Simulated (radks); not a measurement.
**Taking charge from the 4s level of Ti⁺ in fractions**

The task here is to estimate one member of a computed series from the others.

Method: Dirac Kohn-Sham, LDA (Slater exchange, Perdew-Wang correlation), spin-unpolarised, spherical densities, finite nucleus; open shells fill j = l - 1/2 first. Code: radks (a radial shooting solver on a logarithmic mesh, Libxc functionals) version 1.

**The atom as given**

* element: titanium (Z = 22)
* charge: +1
* electrons: 21
* configuration: [Ar] 3d2 4s1
* nuclear rms radius: 3.5921 fm

The first run:

Input:

```text
Z 22
configuration [Ar] 3d2 4s1
relativity Dirac
functional lda,pw
spin unpolarised
j_filling energy
nucleus finite rms 3.5921 fm
c 137.035999084
```

Among the steps run: Start: [Ar] 3d2 4s1.

One table of the session follows, with a row left open; its other results are not shown here.

It belongs to the step «Start: [Ar] 3d2 4s1». Sizes of the orbitals, from the radial functions (bohr):

| level | <r> | outermost maximum (interpolated) | 90 % within | nodes |
| --- | --- | --- | --- | --- |
| 2p1/2 | 0.2885 | 0.218 | 0.475 | 0 |
| 2p3/2 | 0.2912 | 0.220 | 0.479 | 0 |
| 3s1/2 | 1.009 | 0.870 | 1.51 | 2 |
| 3p1/2 | 1.082 | 0.896 | 1.67 | 1 |
| 3p3/2 | ? | ? | ? | ? |
| 3d3/2 | 1.516 | 0.973 | 2.65 | 0 |
| 3d5/2 | 1.521 | 0.975 | 2.66 | 0 |
| 4s1/2 | 3.159 | 2.73 | 4.67 | 3 |

Q: Estimate the row for 3p3/2 from the others.

**Answer.** <r>: 1.090; outermost maximum (interpolated): 0.903; 90 % within: 1.68; nodes: 1. In the column «<r>» it lies between 3p1/2 (1.082) and 3d3/2 (1.516).
